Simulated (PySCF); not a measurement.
**SmSF: other functionals and bases at one geometry**

Aim: see how levels, charges and forces of SmSF depend on the level of theory. It is a constructed species; whether it can be made isn't addressed.

Method: several levels, as the steps say, no spin–orbit coupling; program: PySCF 2.14.0.

1 further run of the same task is left out (for a known fault of the program).

## (1) The system as given

3 atoms, charge 0, spin multiplicity 1.

Bond lengths: Sm1–S2 2.363 Å, Sm1–F3 2.045 Å. Angles: S2–Sm1–F3 111.4°.

Geometry (Å):

```xyz
3
FSSm
Sm   -0.1870    0.0000   -0.4445
S     1.7952    0.0000    0.8417
F    -1.8493    0.0000    0.7466
```

Formal oxidation states: Sm +3. Each metal's 5 4f electrons lie in its core potential, so multiplicities, spins and levels count the valence alone. An earlier session relaxed this geometry at PBE0, Sm lcecp-1-SVP with ECP51, S def2-SVP, F def2-SVP (singlet, point group Cs).

At PBE0 on the finer grid: E = -532.416524 Eh, HOMO -5.86 eV, LUMO -2.53 eV, Mulliken charge on Sm1 +0.82 e, largest force component 0.005 eV/Å. 

Levels to run: wB97X; CAM-B3LYP; PBE0, TZVP. Hardware: 2 threads of Intel Xeon Platinum 8488C (Sapphire Rapids), shared host.

## (2) wB97X

The input, run.py (the lines that set the calculation):

```python
mol = gto.M(atom='''
Sm    -0.18705     0.00000    -0.44449
S      1.79521     0.00000     0.84169
F     -1.84927     0.00000     0.74660''',
    basis={'Sm': 'lcecp-1-SVP', 'S': 'def2-SVP', 'F': 'def2-SVP'},
    ecp={'Sm': 'lcecp-1-SVP'},
    charge=0, spin=0)
mf = dft.RKS(mol, xc='WB97X')
mf.grids.atom_grid = (75, 302)  # f atoms: unpruned, at least (60, 302)
mf = mf.density_fit()  # fitting sets: Sm AutoAux, S def2-universal-JKFIT, F def2-universal-JKFIT
mf.conv_tol = 1e-08; mf.max_cycle = 55
mf.kernel(dm0)  # dm0: the density of the relaxed state
```

Started as:

```sh
$ OMP_NUM_THREADS=2 python run.py
```

## (3) CAM-B3LYP

run.py (the lines that set the calculation), as its differences from that of step 2:

```diff
@@ -7,3 +7,3 @@
     charge=0, spin=0)
-mf = dft.RKS(mol, xc='WB97X')
+mf = dft.RKS(mol, xc='CAMB3LYP')
 mf.grids.atom_grid = (75, 302)  # f atoms: unpruned, at least (60, 302)
```

## (4) PBE0, TZVP

Basis: Sm lcecp-1-TZVP with ECP51, S def2-TZVP, F def2-TZVP. 

The input, run.py (the lines that set the calculation):

```python
mol = gto.M(atom='''
Sm    -0.18705     0.00000    -0.44449
S      1.79521     0.00000     0.84169
F     -1.84927     0.00000     0.74660''',
    basis={'Sm': 'lcecp-1-TZVP', 'S': 'def2-TZVP', 'F': 'def2-TZVP'},
    ecp={'Sm': 'lcecp-1-TZVP'},
    charge=0, spin=0)
mf = dft.RKS(mol, xc='PBE0')
mf.grids.atom_grid = (75, 302)  # f atoms: unpruned, at least (60, 302)
mf = mf.density_fit()  # fitting sets: Sm AutoAux, S def2-universal-JKFIT, F def2-universal-JKFIT
mf.conv_tol = 1e-08; mf.max_cycle = 55
mf.kernel(dm0)  # dm0: free metal ions and neutral atoms
```

**Question.** What will these runs give? Wanted: for each run, HOMO; gap; charge on Sm1; dipole; largest force.

The runs gave:

| level | state | HOMO (eV) | gap (eV) | charge on Sm1 (e) | dipole (D) | largest force (eV/Å) | basis functions | time |
| --- | --- | --- | --- | --- | --- | --- | --- | --- |
| PBE0 (relaxed here) | singlet | -5.86 | 3.33 | 0.82 | 8.35 | 0.01 | 65 | 5.6 s |
| wB97X | singlet | -7.92 | 7.10 | 0.83 | 9.07 | 0.26 | 65 | 3.4 s |
| CAM-B3LYP | singlet | -6.98 | 5.05 | 0.78 | 8.60 | 0.06 | 65 | 3.3 s |
| PBE0, TZVP | singlet | -5.91 | 3.37 | 1.18 | 8.62 | 0.07 | 115 | 8.3 s |

Times are on 2 threads of Intel Xeon Platinum 8488C (Sapphire Rapids), shared host; the first row also made further properties.

In one basis the HOMO–LUMO gap runs from 3.33 eV (PBE0) to 7.10 eV (wB97X). The largest leftover force, 0.26 eV/Å with wB97X, stands at a geometry relaxed at another level. The Mulliken charge on Sm spans +0.78 to +1.18 e over the levels. With 4f in the core, its levels are missing from HOMO and gap. Total energies of different levels can't be compared. Spin–orbit coupling is left out throughout.
